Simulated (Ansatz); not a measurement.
# Si (silicon supercell): the cost of one run

Program: Ansatz 0.2.0. Level of theory: DFT PBE, scalar-relativistic, plane waves, PAW, and further levels as typed in the inputs. These are calculated values, not measurements.

## 1. The system as given

The structure is cubic, space group Fd-3m (No. 227). Conventional cell: a = 5.431 Å, b = 5.431 Å, c = 5.431 Å, α = 90.00°, β = 90.00°, γ = 90.00°. Around Si (site symmetry -43m) lie 4 Si at 2.35 Å.

As a file:

```
CELL_PARAMETERS angstrom
10.86200 0.00000 0.00000
0.00000 10.86200 0.00000
0.00000 0.00000 10.86200
ATOMIC_POSITIONS crystal
Si 0.00000 0.00000 0.00000
Si 0.12500 0.12500 0.12500
Si 0.12500 0.87500 0.87500
Si 0.87500 0.12500 0.87500
Si 0.87500 0.87500 0.12500
Si 0.00000 0.25000 0.25000
Si 0.00000 0.25000 0.75000
Si 0.00000 0.75000 0.25000
Si 0.00000 0.75000 0.75000
Si 0.25000 0.00000 0.25000
Si 0.25000 0.00000 0.75000
Si 0.75000 0.00000 0.25000
Si 0.75000 0.00000 0.75000
Si 0.25000 0.25000 0.00000
Si 0.25000 0.75000 0.00000
Si 0.75000 0.25000 0.00000
Si 0.75000 0.75000 0.00000
Si 0.12500 0.12500 0.62500
Si 0.12500 0.62500 0.12500
Si 0.62500 0.12500 0.12500
Si 0.12500 0.37500 0.87500
Si 0.12500 0.87500 0.37500
Si 0.62500 0.87500 0.87500
Si 0.37500 0.12500 0.87500
Si 0.87500 0.12500 0.37500
Si 0.87500 0.62500 0.87500
Si 0.37500 0.87500 0.12500
Si 0.87500 0.37500 0.12500
Si 0.87500 0.87500 0.62500
Si 0.00000 0.00000 0.50000
Si 0.00000 0.50000 0.00000
Si 0.50000 0.00000 0.00000
Si 0.12500 0.62500 0.62500
Si 0.62500 0.12500 0.62500
Si 0.62500 0.62500 0.12500
Si 0.12500 0.37500 0.37500
Si 0.62500 0.37500 0.87500
Si 0.62500 0.87500 0.37500
Si 0.37500 0.12500 0.37500
Si 0.37500 0.62500 0.87500
Si 0.87500 0.62500 0.37500
Si 0.37500 0.37500 0.12500
Si 0.37500 0.87500 0.62500
Si 0.87500 0.37500 0.62500
Si 0.50000 0.25000 0.25000
Si 0.50000 0.25000 0.75000
Si 0.50000 0.75000 0.25000
Si 0.50000 0.75000 0.75000
Si 0.25000 0.50000 0.25000
Si 0.25000 0.50000 0.75000
Si 0.75000 0.50000 0.25000
Si 0.75000 0.50000 0.75000
Si 0.25000 0.25000 0.50000
Si 0.25000 0.75000 0.50000
Si 0.75000 0.25000 0.50000
Si 0.75000 0.75000 0.50000
Si 0.62500 0.62500 0.62500
Si 0.62500 0.37500 0.37500
Si 0.37500 0.62500 0.37500
Si 0.37500 0.37500 0.62500
Si 0.00000 0.50000 0.50000
Si 0.50000 0.00000 0.50000
Si 0.50000 0.50000 0.00000
Si 0.50000 0.50000 0.50000
```

## 2. Relaxing the atoms: Si (silicon supercell), no spin

Input file input.yaml:

```yaml
crystal:
  lattice:
    - [10.862, 0.0, 0.0]
    - [0.0, 10.862, 0.0]
    - [0.0, 0.0, 10.862]
  atoms:
    - { symbol: Si, position: [0.0, 0.0, 0.0] }
    - { symbol: Si, position: [0.125, 0.125, 0.125] }
    - { symbol: Si, position: [0.125, 0.875, 0.875] }
    - { symbol: Si, position: [0.875, 0.125, 0.875] }
    - { symbol: Si, position: [0.875, 0.875, 0.125] }
    - { symbol: Si, position: [0.0, 0.25, 0.25] }
    - { symbol: Si, position: [0.0, 0.25, 0.75] }
    - { symbol: Si, position: [0.0, 0.75, 0.25] }
    - { symbol: Si, position: [0.0, 0.75, 0.75] }
    - { symbol: Si, position: [0.25, 0.0, 0.25] }
    - { symbol: Si, position: [0.25, 0.0, 0.75] }
    - { symbol: Si, position: [0.75, 0.0, 0.25] }
    - { symbol: Si, position: [0.75, 0.0, 0.75] }
    - { symbol: Si, position: [0.25, 0.25, 0.0] }
    - { symbol: Si, position: [0.25, 0.75, 0.0] }
    - { symbol: Si, position: [0.75, 0.25, 0.0] }
    - { symbol: Si, position: [0.75, 0.75, 0.0] }
    - { symbol: Si, position: [0.125, 0.125, 0.625] }
    - { symbol: Si, position: [0.125, 0.625, 0.125] }
    - { symbol: Si, position: [0.625, 0.125, 0.125] }
    - { symbol: Si, position: [0.125, 0.375, 0.875] }
    - { symbol: Si, position: [0.125, 0.875, 0.375] }
    - { symbol: Si, position: [0.625, 0.875, 0.875] }
    - { symbol: Si, position: [0.375, 0.125, 0.875] }
    - { symbol: Si, position: [0.875, 0.125, 0.375] }
    - { symbol: Si, position: [0.875, 0.625, 0.875] }
    - { symbol: Si, position: [0.375, 0.875, 0.125] }
    - { symbol: Si, position: [0.875, 0.375, 0.125] }
    - { symbol: Si, position: [0.875, 0.875, 0.625] }
    - { symbol: Si, position: [0.0, 0.0, 0.5] }
    - { symbol: Si, position: [0.0, 0.5, 0.0] }
    - { symbol: Si, position: [0.5, 0.0, 0.0] }
    - { symbol: Si, position: [0.125, 0.625, 0.625] }
    - { symbol: Si, position: [0.625, 0.125, 0.625] }
    - { symbol: Si, position: [0.625, 0.625, 0.125] }
    - { symbol: Si, position: [0.125, 0.375, 0.375] }
    - { symbol: Si, position: [0.625, 0.375, 0.875] }
    - { symbol: Si, position: [0.625, 0.875, 0.375] }
    - { symbol: Si, position: [0.375, 0.125, 0.375] }
    - { symbol: Si, position: [0.375, 0.625, 0.875] }
    - { symbol: Si, position: [0.875, 0.625, 0.375] }
    - { symbol: Si, position: [0.375, 0.375, 0.125] }
    - { symbol: Si, position: [0.375, 0.875, 0.625] }
    - { symbol: Si, position: [0.875, 0.375, 0.625] }
    - { symbol: Si, position: [0.5, 0.25, 0.25] }
    - { symbol: Si, position: [0.5, 0.25, 0.75] }
    - { symbol: Si, position: [0.5, 0.75, 0.25] }
    - { symbol: Si, position: [0.5, 0.75, 0.75] }
    - { symbol: Si, position: [0.25, 0.5, 0.25] }
    - { symbol: Si, position: [0.25, 0.5, 0.75] }
    - { symbol: Si, position: [0.75, 0.5, 0.25] }
    - { symbol: Si, position: [0.75, 0.5, 0.75] }
    - { symbol: Si, position: [0.25, 0.25, 0.5] }
    - { symbol: Si, position: [0.25, 0.75, 0.5] }
    - { symbol: Si, position: [0.75, 0.25, 0.5] }
    - { symbol: Si, position: [0.75, 0.75, 0.5] }
    - { symbol: Si, position: [0.625, 0.625, 0.625] }
    - { symbol: Si, position: [0.625, 0.375, 0.375] }
    - { symbol: Si, position: [0.375, 0.625, 0.375] }
    - { symbol: Si, position: [0.375, 0.375, 0.625] }
    - { symbol: Si, position: [0.0, 0.5, 0.5] }
    - { symbol: Si, position: [0.5, 0.0, 0.5] }
    - { symbol: Si, position: [0.5, 0.5, 0.0] }
    - { symbol: Si, position: [0.5, 0.5, 0.5] }
scf:
  occupations: { method: fixed }
output:
  forces: true
  stress: false
kpoints:
  mp_grid: { grid: [1, 1, 1] }
hamiltonian:
  xc: pbe
relax:
  f_tol: 0.005
  max_steps: 60
```

Command:

```bash
ansatz run input.yaml --threads 8 --pin off --max-ram 16384MiB --backend cpu --events-out ev --progress --plain --runs-dir out
```

Q: Estimate wall time and peak memory on 8 threads of Arm Neoverse V2, shared host.

About 2.3 s, with a peak of 1 GiB.
